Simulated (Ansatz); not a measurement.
# Cu7Si2Ni4Pt7: the cost of one run

Method: DFT PBE, scalar-relativistic, plane waves, PAW, in Ansatz 0.2.0.

### 1 The starting structure

The cell holds 20 atoms (Cu7Ni4Pt7Si2): a = 6.393 Å, b = 6.357 Å, c = 6.456 Å, α = 89.52°, β = 88.29°, γ = 89.63°.

It is the last frame of an earlier stage of the same melt, run at 1780 K.

Its coordinates follow in the input file.

### 2 Dynamics at 990 K

One k point, a Fermi-Dirac width of 0.085 eV and a fixed cell.

Contents of input.yaml:

```yaml
crystal:
  lattice:
    - [6.391818, 0.020127, 0.095638]
    - [0.020127, 6.356626, 0.026619]
    - [0.095638, 0.026619, 6.455728]
  atoms:
    - { symbol: Cu, position: [0.6131552416, 0.6030875357, 0.74178318] }
    - { symbol: Cu, position: [0.7261990484, 0.1581212463, 0.404540126] }
    - { symbol: Cu, position: [0.9224724857, 0.8629156247, 0.6089867375] }
    - { symbol: Cu, position: [0.1686107202, 0.743952765, 0.3116437295] }
    - { symbol: Cu, position: [0.1475144863, 0.1302954508, 0.488235084] }
    - { symbol: Cu, position: [0.7423240917, 0.7485502126, 0.3104679185] }
    - { symbol: Cu, position: [0.2113446474, 0.3470809514, 0.0368709527] }
    - { symbol: Pt, position: [0.8807908365, 0.3575585517, 0.7080055505] }
    - { symbol: Pt, position: [0.9838495947, 0.0362713422, 0.1428741789] }
    - { symbol: Pt, position: [0.4205080147, 0.0351126689, 0.1873254482] }
    - { symbol: Pt, position: [0.4024276572, 0.4285245204, 0.3725545129] }
    - { symbol: Pt, position: [0.2458144491, 0.5721338175, 0.713167115] }
    - { symbol: Pt, position: [0.6120318169, 0.3725825557, 0.0366457033] }
    - { symbol: Pt, position: [0.4812897935, 0.237687107, 0.6999538202] }
    - { symbol: Ni, position: [0.1362127554, 0.9368443201, 0.8319329323] }
    - { symbol: Ni, position: [0.4682985922, 0.8639183968, 0.5154701556] }
    - { symbol: Ni, position: [0.6883228035, 0.8970001105, 0.9164363517] }
    - { symbol: Ni, position: [0.9668580112, 0.6606719071, 0.0192693141] }
    - { symbol: Si, position: [0.3708283259, 0.6749955081, 0.0184498243] }
    - { symbol: Si, position: [0.8713794262, 0.4417286469, 0.3141942162] }
  symmetry: { detect: false }
basis:
  ecutwfc: 420
  xc_grid: 1
kpoints:
  mp_grid: { grid: [1, 1, 1], shift: [0.25, 0.25, 0.25] }
hamiltonian:
  xc: pbe
scf:
  occupations: { method: fermi_dirac, width: 0.0853 }
  lower_state_search: "off"
  convergence: { dr2_threshold: 1.0e-05 }
output:
  forces: true
  stress: true
md:
  timestep: 3.0
  n_steps: 93
  ensemble: nvt_langevin
  friction: 0.03
  temperature: 990.0
  initial_velocities: maxwell_boltzmann
  seed: 46787
```

The run is started by

```sh
> ansatz run input.yaml --threads 2 --pin off --max-ram 5120MiB --backend cpu --events-out ev --progress --plain --runs-dir out
```

Q: Estimate wall time and peak memory on 2 threads of Arm Neoverse V1, shared host.

About 5.8 min, with a peak of 0.64 GiB.
